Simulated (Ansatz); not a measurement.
# Cadmium, dhcp under revPBE: structure, energy and stiffness

What does revPBE give for cadmium in the dhcp structure? We relax it, solve it on a dense k-mesh, then scale the cell to 7 volumes from 88 to 112 % of the relaxed one and try a fit of the equation of state. Spin polarisation is left out. The k-meshes are 12×12×3 for the relaxation; 15×15×4 for the dense run; 13×13×4 for the volumes.

Program: Ansatz 0.2.0. Level of theory: DFT revPBE, plane waves (420 eV) with PAW, scalar-relativistic; PAW files made under PBE, frozen cores solved again for the functional. These are calculated values, not measurements.

## Step 1: Starting point

Symmetry: P6_3/mmc, No. 194, hexagonal system. The conventional cell has a = 3.125 Å, b = 3.125 Å, c = 10.207 Å, α = 90.00°, β = 90.00°, γ = 120.00°. Around Cd (site symmetry -3m) lie 12 Cd at 3.13 Å. Cd (site symmetry -6m2) is surrounded by 12 Cd at 3.13 Å.

Coordinates:

```
CELL_PARAMETERS angstrom
3.12529 0.00000 0.00000
-1.56265 2.70658 0.00000
0.00000 0.00000 10.20721
ATOMIC_POSITIONS crystal
Cd 0.00000 0.00000 0.00000
Cd 0.00000 0.00000 0.50000
Cd 0.33333 0.66667 0.25000
Cd 0.66667 0.33333 0.75000
```

## Step 2: Geometry optimisation

input.yaml

```yaml
crystal:
  lattice:
    - [3.1252932589, 0.0, 0.0]
    - [-1.5626466294, 2.7065833565, 0.0]
    - [0.0, 0.0, 10.2072077835]
  atoms:
    - { symbol: Cd, position: [0.0, 0.0, 0.0] }
    - { symbol: Cd, position: [0.0, 0.0, 0.5] }
    - { symbol: Cd, position: [0.3333333333, 0.6666666667, 0.25] }
    - { symbol: Cd, position: [0.6666666667, 0.3333333333, 0.75] }
hamiltonian:
  xc: revpbe
  pseudopotentials:
    kind: paw
    azcp:
      Cd: "pseudopotentials/Cd.paw.azcp"
basis:
  ecutwfc: 420
  fft_grid_basis: typed
kpoints:
  mp_grid: { grid: [12, 12, 3], shift: [0, 0, 0] }
magnetization:
  spin_polarized: false
scf:
  occupations: { method: fermi_dirac, width: 0.1 }
relax:
  max_steps: 60
  f_tol: 0.01
  cell: {}
output:
  write_density: true
  write_potential: true
  elf: true
  volumetric_format: npy
```

After this run come: The energy on a finer k-mesh; Volume × 0.88; Volume × 0.92; Volume × 0.96; Volume × 1.0; Volume × 1.04; Volume × 1.08; Volume × 1.12.

What does the calculation give? Wanted: space group; conventional cell; volume; shortest distance; gap on the mesh; relative to hcp; V₀, B₀, B₀′.

The runs gave:

| quantity | value |
| --- | --- |
| space group (spins left aside) | P6_3/mmc (No. 194) |
| conventional cell | a = 3.231 Å, c = 10.573 Å (c/a = 3.272) |
| volume | 23.896 Å³/atom |
| shortest distance | 3.231 Å |
| gap on the mesh | none (levels filled in part) |
| relative to hcp | +10 meV/atom |
| V₀, B₀, B₀′ | 23.874 Å³/atom, 33 GPa, 6.3 |

From the guessed start the volume grew by 10.7 % in 7 steps. Against the reference form of cadmium (hcp, computed apart with the same settings) it stands 10 meV/atom higher. Levels at the Fermi energy are filled in part, as in a metal. B₀ comes out at 33 GPa; letting shape and positions relax at each volume could only lower it. The symmetry was held, so the structure may be unstable against distortions that break it.
